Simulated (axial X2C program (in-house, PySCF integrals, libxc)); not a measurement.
# ScO⁻: properties at the nuclei

Wanted for ScO⁻: properties at the nuclei, at the two-component level.

The runs use an in-house X2C program for linear molecules on PySCF integrals; two-component X2C with atomic mean-field terms, Sc dyall-acv3z, O dyall-av3z.

All values are calculated.

## 1. Input

File task.json:

```json
{"zs": [21, 8], "q": -1, "bas": ["dyall-acv3z", "dyall-av3z"], "r0": 1.73, "levels": ["PBE0", "HF", "TPSSh", "PBE50", "r2SCAN"], "nst": 3}
```

Keys: zs atomic numbers; q charge; bas basis sets; r0 starting distance in Å; levels methods (HF also brings MP2); nst determinants followed.

Started as:

```bash
$ python soeom.py task.json out
```

Nuclei are Gaussian, cores are contracted, and the Gaunt term is on.

## 2. Expectation values, lowest determinant

R = 1.680 Å. State: Ω = 0 (closed shell).

Output of the PBE0 run:

```text
two-component X2C + atomic mean field  PBE0
basis functions 194  fitting functions 1021  grid points 5075
iter        total energy     max residual
   1       -830.996404147     8.78e+00
   2       -833.273478337     8.18e+00
   3       -835.044718062     7.03e+00
   4       -836.702175160     5.41e+00
   5       -838.608438392     1.70e+00
   6       -838.929703000     1.02e+00
   7       -839.151598063     5.18e-01
   8       -839.197439039     2.60e-01
   9       -839.211855772     9.07e-02
  10       -839.215775177     7.96e-02
  11       -839.217746516     1.96e-02
  12       -839.218851378     3.52e-02
  13       -839.219716658     3.86e-02
  14       -839.220334118     1.47e-02
  15       -839.220482817     4.98e-03
  16       -839.220536386     5.37e-03
  17       -839.220565343     3.34e-03
  18       -839.220578407     1.63e-03
  19       -839.220584839     1.39e-03
  20       -839.220590091     1.61e-03
  21       -839.220593630     1.29e-03
  22       -839.220595695     9.21e-04
  23       -839.220596591     6.42e-04
  24       -839.220596885     2.41e-04
  25       -839.220596986     1.01e-04
  26       -839.220597026     1.01e-04
  27       -839.220597048     1.32e-04
  28       -839.220597061     4.49e-05
  29       -839.220597066     3.21e-05
  30       -839.220597068     3.27e-05
  31       -839.220597069     1.89e-05
  32       -839.220597070     1.10e-05
  33       -839.220597071     9.81e-06
converged
one-electron -1260.73871871  Coulomb 416.50014551  exact exchange -11.65558581  xc functional -36.07684136  nuclear repulsion 52.91772109  atomic mean-field constant -0.16731780
```

The highest occupied spinor is 72% Sc s, 12% Sc p, 7% O p.

```
 level  qzz Sc (a.u.)  qzz O (a.u.)
  PBE0          -1.55         -0.38
    HF          -1.61         -0.57
 TPSSh          -1.57         -0.41
 PBE50          -1.55         -0.42
r2SCAN          -1.58         -0.36
```

Eeff is the effective electric field on the electron dipole moment in this Ω state and Ws the scalar–pseudoscalar constant (defined with the proton number Z and per Ω); A∥ is the parallel hyperfine constant, which follows by multiplying with the nuclear g factor gI = μI/(I μN); qzz is the electric field gradient, eQq0 = 234.96 MHz × Q/barn × qzz. The operators were transformed with the bare-nucleus X2C matrices.

## 3. Expectation values, a higher determinant

R = 1.680 Å. State: Ω = 2 (excess of +ω over −ω: ω = 1/2, ω = 3/2), 0.91 eV above the lowest in the PBE0 search for states (made at or near this distance, with looser thresholds).

Output of the PBE0 run:

```text
two-component X2C + atomic mean field  PBE0
basis functions 194  fitting functions 1021  grid points 5075
iter        total energy     max residual
   1       -831.091318804     8.91e+00
   2       -833.337710016     8.33e+00
   3       -834.912126794     7.19e+00
   4       -836.432647675     5.67e+00
   5       -838.559241015     3.03e+00
   6       -838.870864531     2.05e+00
   7       -839.087052998     4.96e-01
   8       -839.151496953     2.33e-01
   9       -839.174943138     1.83e-01
  10       -839.181664873     4.10e-02
  11       -839.184691808     7.08e-02
  12       -839.185924933     5.24e-02
  13       -839.186617943     2.54e-02
  14       -839.187205970     1.96e-02
  15       -839.187502555     1.92e-02
  16       -839.187623721     9.89e-03
  17       -839.187686704     6.36e-03
  18       -839.187714495     2.81e-03
  19       -839.187730668     3.82e-03
  20       -839.187744025     3.19e-03
  21       -839.187751340     3.89e-03
  22       -839.187754624     1.01e-03
  23       -839.187755570     9.08e-04
  24       -839.187755972     6.04e-04
  25       -839.187756189     2.58e-04
  26       -839.187756285     1.40e-04
  27       -839.187756326     1.12e-04
  28       -839.187756344     6.83e-05
  29       -839.187756353     5.06e-05
  30       -839.187756358     5.26e-05
  31       -839.187756360     2.81e-05
  32       -839.187756361     1.25e-05
  33       -839.187756361     1.43e-05
  34       -839.187756361     2.21e-05
  35       -839.187756361     9.26e-06
converged
one-electron -1259.65937746  Coulomb 415.44483351  exact exchange -11.65690593  xc functional -36.06670978  nuclear repulsion 52.91772109  atomic mean-field constant -0.16731780
```

The highest occupied spinor is 76% Sc p, 18% Sc d, 6% O p.

```
 level  Eeff magnitude (GV/cm)  Ws magnitude Sc (kHz)  A∥/gI Sc (MHz)  qzz Sc (a.u.)  A∥/gI O (MHz)  qzz O (a.u.)
  PBE0                   0.271                 0.0522             302          -1.26            5.1         -0.38
    HF                   0.326                  0.062             266          -1.19          -2.49         -0.55
 TPSSh                   0.263                 0.0506             293          -1.31           6.36         -0.41
 PBE50                   0.281                 0.0542             289          -1.18            2.9         -0.42
r2SCAN                   0.298                 0.0576             312          -1.32           6.67         -0.37
```

## 4. Expectation values, a higher determinant

R = 1.680 Å. State: Ω = 1 (excess of +ω over −ω: 2 × ω = 1/2), 1.18 eV above the lowest in the PBE0 search for states (made at or near this distance, with looser thresholds).

Output of the PBE0 run:

```text
two-component X2C + atomic mean field  PBE0
basis functions 194  fitting functions 1021  grid points 5075
iter        total energy     max residual
   1       -831.042112141     8.87e+00
   2       -833.303698718     8.29e+00
   3       -834.861576623     7.15e+00
   4       -836.339414850     5.70e+00
   5       -838.337021520     3.54e+00
   6       -838.757272243     2.43e+00
   7       -839.052608922     7.13e-01
   8       -839.130953826     2.89e-01
   9       -839.161772839     1.68e-01
  10       -839.170221126     7.99e-02
  11       -839.174633310     6.82e-02
  12       -839.176346885     5.28e-02
  13       -839.177241770     2.55e-02
  14       -839.177858025     2.44e-02
  15       -839.178212589     1.64e-02
  16       -839.178338883     1.64e-02
  17       -839.178398532     8.13e-03
  18       -839.178423449     2.10e-03
  19       -839.178432854     2.36e-03
  20       -839.178441436     2.63e-03
  21       -839.178449667     2.32e-03
  22       -839.178456301     3.18e-03
  23       -839.178459712     1.62e-03
  24       -839.178461622     1.51e-03
  25       -839.178462854     7.84e-04
  26       -839.178463481     4.77e-04
  27       -839.178463693     1.56e-04
  28       -839.178463770     2.42e-04
  29       -839.178463818     1.92e-04
  30       -839.178463848     1.35e-04
  31       -839.178463866     6.90e-05
  32       -839.178463874     4.14e-05
  33       -839.178463878     3.11e-05
  34       -839.178463880     3.35e-05
  35       -839.178463882     2.35e-05
  36       -839.178463882     2.39e-05
  37       -839.178463882     1.83e-05
  38       -839.178463883     1.63e-05
  39       -839.178463883     6.96e-06
converged
one-electron -1258.29133741  Coulomb 414.04967344  exact exchange -11.64693068  xc functional -36.04027252  nuclear repulsion 52.91772109  atomic mean-field constant -0.16731780
```

The highest occupied spinor is 74% Sc p, 12% Sc s, 11% Sc d.

```
 level  Eeff magnitude (GV/cm)  Ws magnitude Sc (kHz)  A∥/gI Sc (MHz)  qzz Sc (a.u.)  A∥/gI O (MHz)  qzz O (a.u.)
  PBE0                   0.236                 0.0891             750          -1.53           16.2         -0.42
    HF                   0.418                  0.156             706          -1.40          -1.89         -0.51
 TPSSh                   0.217                 0.0826             705          -1.60           16.9         -0.46
 PBE50                   0.265                 0.0997             764          -1.43           12.4         -0.42
r2SCAN                   0.233                 0.0889             740          -1.63           19.5         -0.44
```

## 5. What came out

| quantity | value |
| --- | --- |
| lowest determinant | Ω = 0 (closed shell) |
| qzz Sc (a.u.), PBE0 | -1.55 |
| qzz O (a.u.), PBE0 | -0.38 |
| higher determinant | Ω = 2 (excess of +ω over −ω: ω = 1/2, ω = 3/2) |
| Eeff magnitude (GV/cm), PBE0, higher determinant | 0.271 |
| Ws magnitude Sc (kHz), PBE0, higher determinant | 0.0522 |
| A∥/gI Sc (MHz), PBE0, higher determinant | 302 |
| qzz Sc (a.u.), PBE0, higher determinant | -1.26 |
| higher determinant | Ω = 1 (excess of +ω over −ω: 2 × ω = 1/2) |
| Eeff magnitude (GV/cm), PBE0, higher determinant | 0.236 |
| Ws magnitude Sc (kHz), PBE0, higher determinant | 0.0891 |
| A∥/gI Sc (MHz), PBE0, higher determinant | 750 |
| qzz Sc (a.u.), PBE0, higher determinant | -1.53 |

**Reading.** The expectation values come from single determinants, which for open shells can mix terms of unlike spin or miss the lowest Ω, so a determinant need not be a state. Eeff is the effective electric field on the electron dipole moment in this Ω state and Ws the scalar–pseudoscalar constant (defined with the proton number Z and per Ω); A∥ is the parallel hyperfine constant, which follows by multiplying with the nuclear g factor gI = μI/(I μN); qzz is the electric field gradient, eQq0 = 234.96 MHz × Q/barn × qzz. The operators were transformed with the bare-nucleus X2C matrices.
